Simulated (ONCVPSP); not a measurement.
# F: the cost of one run

The numbers are computed with ONCVPSP 4.0.1.1 (patched build) (PBEsol, scalar-relativistic, spin-unpolarised reference atom).

## Step 1: The atom and the settings

Typed settings, in words:

```
element                 : fluorine (F, Z = 9)
type                    : optimised norm-conserving Vanderbilt (ONCV)
frozen core             : [He]
valence charge          : 7
reference configuration : 2s1.75 2p5.25
partial waves           : 2s: rc 0.65 bohr, ncon 4, nbas 7, qcut 7.3 1/bohr, 1 projector; 2p: rc 1.00 bohr, ncon 4, nbas 7, qcut 12.2 1/bohr, 1 projector; d scattering state at 0.12 Ha: rc 0.80 bohr, ncon 4, nbas 7, qcut 11.8 1/bohr, 2 projectors, debl 1.1 Ha
local potential         : polynomial inside 0.65 bohr (lpopt 5, dvloc0 -1 Ha)
core correction         : polynomial model core, fcfact 0.45
```

The nodes and maxima of the atom's own shells, from an earlier all-electron run, set the scale for the radii.

All-electron outer shells of the reference configuration (PBEsol, scalar-relativistic, ld1.x):

```json
{"shell": "1s", "level (eV)": "-661.32", "outermost node (bohr)": "–", "outermost maximum (bohr)": "0.11"}
{"shell": "2s", "level (eV)": "-29.84", "outermost node (bohr)": "0.24", "outermost maximum (bohr)": "0.76"}
{"shell": "2p", "level (eV)": "-11.16", "outermost node (bohr)": "–", "outermost maximum (bohr)": "0.71"}
```

## Step 2: Generation

File F.dat:

```
# ATOM AND REFERENCE CONFIGURATION
# atsym  z   nc   nv     iexc    psfile
  F 9.00    1    2  -116133      upf
#
#   n    l    f
    1    0    2.00
    2    0    1.75
    2    1    5.25
#
# PSEUDOPOTENTIAL AND OPTIMIZATION
# lmax
    2
#
#   l,   rc,      ep,       ncon, nbas, qcut
    0    0.65    0.00    4    7    7.30
    1    1.00    0.00    4    7   12.20
    2    0.80    0.12    4    7   11.80
#
# LOCAL POTENTIAL
# lloc, lpopt,  rc(5),   dvloc0
    4    5    0.65   -1.00
#
# VANDERBILT-KLEINMAN-BYLANDER PROJECTORs
# l, nproj, debl
    0    1    0.80
    1    1    3.40
    2    2    1.10
#
# MODEL CORE CHARGE
# icmod, fcfact, rcfact
    1    0.45    0.00
#
# LOG DERIVATIVE ANALYSIS
# epsh1, epsh2, depsh
   -3.00    5.00    0.02
#
# OUTPUT GRID
# rlmax, drl
    6.00    0.01
#
# TEST CONFIGURATIONS
# ncnf
    4
# nvcnf
#   n    l    f
    2
    2    0    2.00
    2    1    5.00
#
    2
    2    0    2.00
    2    1    4.00
#
    2
    2    0    2.00
    2    1    3.00
#
    2
    2    0    1.00
    2    1    5.00
#
```

Run with:

```console
oncvpsp.x < F.dat > F.out
```

**Question.** How long does this run take on 1 thread of Neoverse-N1, shared host?

About 4 s.
